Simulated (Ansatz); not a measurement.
**ZrF+ (triplet): from Hartree-Fock to the top rungs, def2-QZVPP**

An exercise on one series of results from a longer session: the logs are not shown, and one member is left open.

Program: Ansatz 0.2.0, Gaussian basis. Level of theory: def2-QZVPP, core rule «outside noble gas», up to 5 orbitals frozen. These are calculated values, not measurements.

Plan: UHF; ROHF; CCSD(T) on UHF.

## The system

The geometry is a PBE0/def2-TZVP stationary point (not a proven minimum) of the parent state, kept for this charge and spin. No spin-orbit coupling is included. Elements past krypton take def2 core potentials.

2 atoms, charge 1, spin multiplicity 3.

Atoms are counted from 1 here; the program's logs count them from 0.

Bond lengths: Zr1–F2 1.889 Å.

As a file:

```
Zr    0.0000    0.0000    0.0000
F     0.0000    0.0000    1.8888
```

Set-up of the first run:

in.yaml

```yaml
crystal:
  periodic: [false, false, false]
  atoms:
    - {symbol: Zr, position_ang: [0.000000, 0.000000, 0.000000]}
    - {symbol: F, position_ang: [0.000000, 0.000000, 1.888800]}
basis:
  gaussian: {orbitals: "def2-QZVPP.json"}
total_charge: 1
magnetization: {spin_polarized: true, initial_magnetization: 2}
hamiltonian: {xc: hf}
output: {orbitals: {seedname: orbitals}}
```

On the command line:

```console
$ ansatz run in.yaml --threads 1 --pin off --events-out ev --progress --plain --max-ram 3968MiB --backend cpu
```

Among the steps run: UHF; ROHF; CCSD(T) on UHF.

One of the session's tables, all rows but one given; the rest of the session is left out.

It belongs to the step «Misses and costs». 

| method | from UCCSD(T) (meV) |
| --- | --- |
| ROHF | +9191.9 |
| UHF | +9078.3 |
| UMP2 | +226.7 |
| UCCSD | ? |
| UCCSD(T) | 0 |

**Question.** Estimate the row for UCCSD.

The run gave: from UCCSD(T) (meV): +359.7. In the column «from UCCSD(T) (meV)» it lies between UMP2 (+226.7) and UHF (+9078.3).
